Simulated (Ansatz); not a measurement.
The same calculation of Zn7Mo, space group Fm-3m as a Python script and as an input file (Ansatz 0.2.0 through its Python package).

Script `run_bands.py`:
```python
"""Band structure of Zn7Mo."""

import warnings

import ansatz as az
from ase import Atoms
import numpy as np

atoms = Atoms(
    ["Zn", "Zn", "Zn", "Zn", "Zn", "Zn", "Zn", "Mo"],
    scaled_positions=[
        (0.0, 0.0, 0.5),
        (0.5, 0.0, 0.5),
        (0.0, 0.5, 0.5),
        (0.5, 0.5, 0.0),
        (0.0, 0.5, 0.0),
        (0.5, 0.0, 0.0),
        (0.5, 0.5, 0.5),
        (0.0, 0.0, 0.0),
    ],
    cell=[
        (0.0, 3.85383, 3.85383),
        (3.85383, 0.0, 3.85383),
        (3.85383, 3.85383, 0.0),
    ],
    pbc=True,
)
crystal = az.Crystal.from_ase(atoms)

# vertices of the path, as fractions of the reciprocal vectors
path = [
    ("K", (0.375, 0.375, 0.75)),
    ("G", (0.0, 0.0, 0.0)),
    ("L", (0.5, 0.5, 0.5)),
    ("W", (0.5, 0.25, 0.75)),
    ("X", (0.5, 0.0, 0.5)),
]
setup = (
    crystal.calculation()
    .kpoints(7)
    .occupations(az.OccupationsMethod.FERMI_DIRAC, width=0.3)
    .scf(max_iterations=150, lower_state_search="light")
    .functional(az.Functional.PBESOL)
    .band_structure([point for _, point in path], intervals=6)
    .scf(extra_bands=10)
)
with warnings.catch_warnings(record=True) as caught:
    warnings.simplefilter("always")
    out = setup.run(threads=1, pin="off")
print("warnings raised:", sorted(w.category.__name__ for w in caught) or "none")
summary = out.report

print(f"free energy      {summary['free_energy_ev']:.5f} eV")
print(f"per atom         {summary['free_energy_ev'] / len(out.lattice.sites):.5f} eV")
print(f"SCF iterations   {summary['n_iterations']}  (converged: {summary['converged']})")

bands = out.band_structure()
fermi = bands.fermi_energy_ev
print(f"zero of the bands: {fermi:.3f} eV, the Fermi level found on the SCF mesh")
for spin, channel in enumerate(bands.channels):
    print("channel", spin, "- computed levels within 4 eV of the Fermi level")
    for i, (label, _) in enumerate(path):
        levels = channel.eigenvalues_ev[i * 6] - fermi
        print(f"  {label:3s}", " ".join(f"{e:7.3f}" for e in levels if abs(e) < 4))
```

`python run_bands.py` gives:
```text
warnings raised: ['DeckWarning', 'PlacementWarning']
free energy      -27864.24961 eV
per atom         -3483.03120 eV
SCF iterations   9  (converged: True)
zero of the bands: 12.898 eV, the Fermi level found on the SCF mesh
channel 0 - computed levels within 4 eV of the Fermi level
  K    -3.998  -1.864  -1.566  -1.389  -0.823   0.100   1.124   1.579   2.279   2.585   2.848
  G    -2.980  -2.517  -2.517  -2.517  -2.479  -2.479  -2.479  -0.919  -0.919  -0.199  -0.199  -0.199   0.080   2.800   2.800   2.800
  L    -3.512  -3.512  -2.841  -2.736  -1.933  -1.933  -1.215  -1.215   1.336   1.336   1.689   3.007   3.007   3.173
  W    -2.298  -2.298  -1.731  -1.309  -0.988   0.210   1.170   1.170   1.399   3.227
  X    -3.790  -1.338  -1.338  -0.759   0.192   1.381   3.315   3.315   3.435   3.435   3.507
```

`input.yaml`:
```yaml
crystal:
  lattice:
    - [0.0, 3.85383, 3.85383]
    - [3.85383, 0.0, 3.85383]
    - [3.85383, 3.85383, 0.0]
  atoms:
    - { symbol: Zn, position: [0.0, 0.0, 0.5] }
    - { symbol: Zn, position: [0.5, 0.0, 0.5] }
    - { symbol: Zn, position: [0.0, 0.5, 0.5] }
    - { symbol: Zn, position: [0.5, 0.5, 0.0] }
    - { symbol: Zn, position: [0.0, 0.5, 0.0] }
    - { symbol: Zn, position: [0.5, 0.0, 0.0] }
    - { symbol: Zn, position: [0.5, 0.5, 0.5] }
    - { symbol: Mo, position: [0.0, 0.0, 0.0] }
kpoints:
  mp_grid:
    grid: [7, 7, 7]
  band_path:
    path:
      - [0.375, 0.375, 0.75]
      - [0.0, 0.0, 0.0]
      - [0.5, 0.5, 0.5]
      - [0.5, 0.25, 0.75]
      - [0.5, 0.0, 0.5]
    npoints: 6
hamiltonian:
  xc: pbesol
scf:
  max_iter: 150
  n_extra_bands: 10
  lower_state_search: light
  occupations:
    method: fermi_dirac
    width: 0.3
```

Caveats:
- The settings weren't tested for convergence.
- The computed bands are complete only to about 5.2 eV above the Fermi level.
- The mesh is modest for a metal, so energies can be off by several to tens of meV an atom and pressures by half a GPa or more; differences at equal mesh fare better.
- A Fermi-Dirac width this large means warm electrons, whose thermal share enters the free energy.
- The structure comes from a database of computed cells and needn't be a stable or known phase.
- Gaps and levels are Kohn-Sham values on a finite set of k-points, without spin-orbit coupling.
- The whole script took 16 s on 1 thread of Arm Neoverse V1, with other jobs on the host, peak memory 0.48 GiB.
